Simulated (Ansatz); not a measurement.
# Ga2AsN: the cost of one run

Method: plane waves, PAW, in Ansatz 0.2.0.

1 further run of the same task is left out (it didn't finish).

### 1 The structure to begin with

It takes space group R-3m (No. 166, trigonal). The conventional cell has a = 3.293 Å, b = 3.293 Å, c = 17.863 Å, α = 90.00°, β = 90.00°, γ = 120.00°. N (site symmetry -3m) is surrounded by 6 Ga at 2.24 Å. As (site symmetry -3m) is surrounded by 6 Ga at 2.62 Å. Ga (site symmetry 3m) is surrounded by 3 N at 2.24 Å and 3 As at 2.62 Å.

Coordinates:

```
N As Ga
1.0
     1.64654    0.95063    5.95423
    -1.64654    0.95063    5.95423
     0.00000   -1.90127    5.95423
N As Ga
1 1 2
Direct
  0.00000 0.00000 0.00000
  0.50000 0.50000 0.50000
  0.26732 0.26732 0.26732
  0.73268 0.73268 0.73268
```

The cell was relaxed beforehand with r2SCAN; those runs aren't shown.

### 2 PBE, anion s p, 6×6×6

File input.yaml:

```yaml
crystal:
  lattice:
    - [1.6465440432, 0.9506326466, 5.9542266724]
    - [-1.6465440432, 0.9506326466, 5.9542266724]
    - [0.0, -1.9012652932, 5.9542266724]
  atoms:
    - { symbol: "N", position: [1.0, 0.0, 0.0] }
    - { symbol: As, position: [0.5, 0.5, 0.5] }
    - { symbol: Ga, position: [0.26732311, 0.26732311, 0.26732311] }
    - { symbol: Ga, position: [0.73267689, 0.73267689, 0.73267689] }
kpoints:
  mp_grid: { grid: [8, 8, 8] }
  band_path:
    path:
      - [[0.0, 0.0, 0.0], [0.5, 0.5, 0.5], [0.816339808805, 0.183660191195, 0.5]]
      - [[0.5, -0.183660191195, 0.183660191195], [0.5, 3.40230051339e-17, -1.631675408144e-16], [0.0, 0.0, 0.0], [0.3418300955975, -0.3418300955975, -8.017167388642e-18]]
      - [[0.6581699044025, 6.40054344791e-17, 0.3418300955975], [0.5, 1.455662186098e-16, 0.5], [0.0, 0.0, 0.0]]
    npoints: 10
hamiltonian:
  xc: pbe
scf:
  occupations: { method: fermi_dirac, width: 0.02 }
  n_extra_bands: 6
output:
  forces: false
  stress: false
  eigenvalues: true
  wannier:
    kmesh: [6, 6, 6]
    projections:
      - { species: "N", l: s, shell: 2 }
      - { species: "N", l: p, shell: 2 }
      - { species: As, l: s, shell: 4 }
      - { species: As, l: p, shell: 4 }
    minimise: true
    write_hr: true
    conv_tol: 1.0e-08
    max_iter: 3000
```

Run with:

```bash
$ ansatz run input.yaml --threads 4 --pin off --max-ram 3686MiB --backend cpu --events-out ev --progress --plain --runs-dir out
```

Q: Estimate wall time and peak memory on 4 threads of Arm Neoverse N1, shared host.

About 9.5 s, with a peak of 0.44 GiB.
